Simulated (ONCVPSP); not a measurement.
# An ONCV potential for Co, from input to tests

Aim: build the potential from the settings below, then test how well it stands in for the atom: other configurations, scattering, ghost states and the plane-wave cutoff that it needs.

Program: ONCVPSP 4.0.1.1 (patched build). Reference atom: PBEsol, scalar-relativistic, spherical and spin-unpolarised. All values are calculated.

## Step 1: The design

Typed settings, in words:

```
element                 : cobalt (Co, Z = 27)
type                    : optimised norm-conserving Vanderbilt (ONCV)
frozen core             : [Ne]
valence charge          : 17
reference configuration : 3s2 3p6 3d7 4s2
partial waves           : 3s+4s: rc 1.10 bohr, ncon 3, nbas 6, qcut 12.9 1/bohr, 2 projectors; 3p: rc 0.80 bohr, ncon 4, nbas 7, qcut 11.8 1/bohr, 2 projectors, debl 3.3 Ha; 3d: rc 1.65 bohr, ncon 4, nbas 9, qcut 10 1/bohr, 1 projector
local potential         : polynomial inside 0.70 bohr (lpopt 4, dvloc0 -1 Ha)
core correction         : Teter function, fcfact 5.25, rcfact 1.05
```

The nodes and maxima of the atom's own shells, from an earlier all-electron run, set the scale for the radii.

All-electron outer shells of the reference configuration (PBEsol, scalar-relativistic, ld1.x):

```
shell  level (eV)  outermost node (bohr)  outermost maximum (bohr)
   2p     -769.45                      –                      0.17
   3s     -102.14                   0.31                      0.66
   3p      -65.51                   0.28                      0.68
   3d       -8.23                      –                      0.66
   4s       -5.49                   0.96                      2.32
   4p       -1.25                   1.05                      3.21
```

## Step 2: Generation

Co.dat

```
# ATOM AND REFERENCE CONFIGURATION
# atsym  z   nc   nv     iexc    psfile
  Co 27.00    3    4  -116133      upf
#
#   n    l    f
    1    0    2.00
    2    0    2.00
    2    1    6.00
    3    0    2.00
    3    1    6.00
    3    2    7.00
    4    0    2.00
#
# PSEUDOPOTENTIAL AND OPTIMIZATION
# lmax
    2
#
#   l,   rc,      ep,       ncon, nbas, qcut
    0    1.10    0.00    3    6   12.90
    1    0.80    0.00    4    7   11.80
    2    1.65    0.00    4    9   10.00
#
# LOCAL POTENTIAL
# lloc, lpopt,  rc(5),   dvloc0
    4    4    0.70   -1.00
#
# VANDERBILT-KLEINMAN-BYLANDER PROJECTORs
# l, nproj, debl
    0    2    1.00
    1    2    3.30
    2    1    2.10
#
# MODEL CORE CHARGE
# icmod, fcfact, rcfact
    3    5.25    1.05
#
# LOG DERIVATIVE ANALYSIS
# epsh1, epsh2, depsh
   -5.00    5.00    0.04
#
# OUTPUT GRID
# rlmax, drl
    6.00    0.01
#
# TEST CONFIGURATIONS
# ncnf
    4
# nvcnf
#   n    l    f
    4
    3    0    2.00
    3    1    6.00
    3    2    7.00
    4    0    1.00
#
    4
    3    0    2.00
    3    1    6.00
    3    2    7.00
    4    0    0.00
#
    4
    3    0    2.00
    3    1    6.00
    3    2    6.00
    4    0    0.00
#
    4
    3    0    2.00
    3    1    6.00
    3    2    8.00
    4    0    1.00
#
```

Launch:

```console
$ oncvpsp.x < Co.dat > Co.out
```

Before running it: what results should come out? Wanted: cutoffs for 1 and 0.1 mHa per electron, occupied waves; bound ghosts; GHOST(+) flags; largest test error; largest phase difference near zero energy, channels read; rms error of d²Exc/dn², without and with the model core.

**Answer**, as computed:

```
                                                quantity                         value
  cutoffs for 1 and 0.1 mHa per electron, occupied waves              63 Ha and 183 Ha
                                            bound ghosts                    none found
                                          GHOST(+) flags            none at low energy
                            largest test error (AE − PS)  +16 meV, for 3s2 3p6 3d8 4s1
largest phase difference near zero energy, channels read                     0.014 rad
 rms error of d²Exc/dn², without and with the model core             1.74 and 1.03 mHa
```

By total energies transferability is good: the largest error is 16 meV on 1.2 eV, for 3s2 3p6 3d8 4s1. It counts as hard, with 63 Ha needed at the looser tolerance. The tighter tolerance needs 183 Ha, and converged work needs a cutoff nearer that. At the looser tolerance the 3p wave is the slowest; 3s needs 53 Ha. No bound ghost shows below the valence levels. Near zero energy the phases of the channels with partial waves agree within 0.014 rad. These are tests on the free atom; a crystal test is still owed.
